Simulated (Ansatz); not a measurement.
# ClGeH3: the cost of one run

Program: Ansatz 0.2.0. Level of theory: RKS PBE0-D4/def2-mTZVP. These are calculated values, not measurements.

**1. The structure to begin with**

Bond lengths: Ge1–Cl2 2.220 Å, Ge1–H3 1.550 Å, Ge1–H4 1.549 Å, Ge1–H5 1.549 Å. Angles: Cl2–Ge1–H3 109.5°, Cl2–Ge1–H4 109.5°, Cl2–Ge1–H5 109.5°, H3–Ge1–H4 109.5°, H3–Ge1–H5 109.5°, H4–Ge1–H5 109.5°.

Structure file:

```xyz
5

Ge    0.0000    0.0000    0.0000
Cl    0.0000    0.0000    2.2200
H     1.4616    0.0000   -0.5162
H    -0.7300    1.2648   -0.5162
H    -0.7300   -1.2648   -0.5162
```

**2. Relaxing the start**

The input, input.yaml:

```yaml
crystal:
  periodic: [false, false, false]
  atoms:
    - { symbol: Ge, position_ang: [0.0, 0.0, 0.0] }
    - { symbol: Cl, position_ang: [0.0, 0.0, 2.22] }
    - { symbol: H, position_ang: [1.4616, 0.0, -0.5162] }
    - { symbol: H, position_ang: [-0.73, 1.2648, -0.5162] }
    - { symbol: H, position_ang: [-0.73, -1.2648, -0.5162] }
basis:
  gaussian: { orbitals: def2-mTZVP }
hamiltonian:
  xc: pbe0
  dispersion: d4
relax:
  f_tol: 0.02
  max_steps: 40
```

On the command line:

```console
ansatz run input.yaml --threads 1 --pin off --max-ram 2048MiB --backend cpu --events-out ev --progress --plain --runs-dir out
```

**Question.** How long does this run take on 1 thread of Arm Neoverse V1, shared host, and how much memory does it need?

About 9.1 s, with a peak of 0.13 GiB.
